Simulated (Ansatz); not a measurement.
**GeH2Cl (SMILES [Cl][GeH2]): U-revPBE/STO-3G**

What is the electronic atomisation energy of GeH2Cl at U-revPBE/STO-3G? 

The results are computed with Ansatz 0.2.0.

57 further runs of the same task are left out: 6 that didn't finish, 51 set aside as unsound or not needed.

**1. The system as given**

The species is GeH2Cl (4 atoms), meant as a doublet with charge 0. As SMILES, `[Cl][GeH2]`. The shape is that of a PBE0-D4/def2-TZVP optimisation.

Bond lengths: Cl1–Ge2 2.156 Å, Ge2–H3 1.546 Å, Ge2–H4 1.546 Å. Angles: Cl1–Ge2–H3 106.8°, Cl1–Ge2–H4 106.8°, H3–Ge2–H4 112.3°.

**2. The energy at U-revPBE/STO-3G**

File input.yaml:

```yaml
basis:
  gaussian:
    orbitals: STO-3G
crystal:
  periodic: [false, false, false]
  atoms:
    - {symbol: Cl, position_ang: [-1.562900, 0.305200, 0.993500]}
    - {symbol: Ge, position_ang: [0.106700, -0.451100, -0.141600]}
    - {symbol: H, position_ang: [0.072700, 0.259600, -1.514200]}
    - {symbol: H, position_ang: [1.383400, -0.113700, 0.662300]}
total_charge: 0
accuracy: high
hamiltonian:
  xc: {name: revPBE}
magnetization:
  spin_polarized: true
  initial_magnetization: 1
```

The run is started by

```bash
$ ansatz run input.yaml --threads 1 --pin off --max-ram 2610MiB --events-out events.jsonl --progress --plain --runs-dir runs
```

Log:

```text
Warning: RAYON_NUM_THREADS=1 ignored (pool sized by the plan → 1); use --threads N
Functional definition: revPBE
  name "revPBE"
  parameter kappa = 1.245
  parameter beta = 0.06672455060314922
  exchange = pbe_x(kappa = kappa, mu = beta*pi^2/3)
  correlation = pbe_c(beta = beta)
426 factors; integrals over basis functions are off by at most 4.7e-9 eV
mean field evaluation 1: about -68149.4705 eV, gradient 1.7e2 eV
mean field evaluation 2: about -68195.8874 eV, gradient 8.0e1 eV
mean field evaluation 4: about -68275.0743 eV, gradient 1.4e1 eV
mean field evaluation 8: about -68277.5182 eV, gradient 1.3e-1 eV
mean field evaluation 16: about -68277.4984 eV, gradient 8.7e-6 eV
mean field -68277.49839957 eV, -2509.1517860335 hartree, gradient 5.6e-8 eV, S^2 0.750986; 0 other end points of the search recorded, 0 dependent functions left out
reference -68277.49840173 eV, -2509.1517861128 hartree; 26, 25 occupied and 3, 4 virtual orbitals, 426 factors
Total energy: -68277.49840173 eV, -2509.1517861128 hartree
```

Wall time 2.3 s (1 thread of Arm Neoverse V1, shared host); peak memory 0.13 GiB.

**3. The Cl atom, same level**

File in.yaml:

```yaml
crystal:
  periodic: [false, false, false]
  atoms:
    - {symbol: Cl, position_ang: [0.000000, 0.000000, 0.000000]}
basis:
  gaussian:
    orbitals: STO-3G
total_charge: 0
hamiltonian:
  xc: {name: revPBE}
magnetization:
  spin_polarized: true
  initial_magnetization: 1
accuracy: high
```

Run the same way, it converges to -455.03639 Eh (log not shown).

**4. The Ge atom**

File job.yaml:

```yaml
crystal:
  periodic: [false, false, false]
  atoms:
    - {symbol: Ge, position_ang: [0.000000, 0.000000, 0.000000]}
basis:
  gaussian:
    orbitals: STO-3G
accuracy: high
hamiltonian:
  xc: {name: revPBE}
magnetization:
  spin_polarized: true
  initial_magnetization: 2
```

Run the same way, it converges to -2052.67318 Eh (log not shown).

**5. The H atom**

File run.yaml:

```yaml
crystal:
  periodic: [false, false, false]
  atoms:
    - {symbol: H, position_ang: [0.000000, 0.000000, 0.000000]}
basis:
  gaussian:
    orbitals: STO-3G
magnetization:
  spin_polarized: true
  initial_magnetization: 1
hamiltonian:
  xc: {name: revPBE}
accuracy: high
```

The run is started by

```bash
$ ansatz run run.yaml --threads 1 --pin off --max-ram 2610MiB --events-out events.jsonl --progress --plain --runs-dir runs
```

Log, shortened:

```text
Warning: RAYON_NUM_THREADS=1 ignored (pool sized by the plan → 1); use --threads N
[... 6 set-up lines as earlier in the session ...]
1 factors; integrals over basis functions are off by at most 4.6e-10 eV
mean field evaluation 1: about -12.7921 eV, gradient 0.0e0 eV
mean field evaluation 2: about -12.7921 eV, gradient 0.0e0 eV
mean field -12.79208501 eV, -0.4701004535 hartree, gradient 0.0e0 eV, S^2 0.750000; 0 other end points of the search recorded, 0 dependent functions left out
reference -12.79208638 eV, -0.4701005037 hartree; 1, 0 occupied and 0, 1 virtual orbitals, 1 factors
Total energy: -12.79208638 eV, -0.4701005037 hartree
```

Wall time 0.08 s (1 thread of Arm Neoverse V1, shared host).

**6. Summary of results**

Level: U-revPBE/STO-3G.

| quantity | value |
| --- | --- |
| molecule: total energy | -2509.15179 Eh |
| molecule: ⟨S²⟩ | 0.751 |
| Cl atom: total energy | -455.03639 Eh |
| Cl atom: ⟨S²⟩ | 0.750 |
| Ge atom: total energy | -2052.67318 Eh |
| Ge atom: ⟨S²⟩ | 2.285 |
| H atom: total energy | -0.47010 Eh |
| H atom: ⟨S²⟩ | 0.750 |
| electronic atomisation energy | 13.660 eV |

What this shows: Taking the molecule apart into free atoms costs 13.66 eV (315 kcal/mol), before zero-point energy and without spin-orbit coupling. In a minimal basis such a difference can be off by several eV, whatever the method. ⟨S²⟩ (Ge atom) is 2.28 where a pure triplet has 2.00: the reference is spin-contaminated.
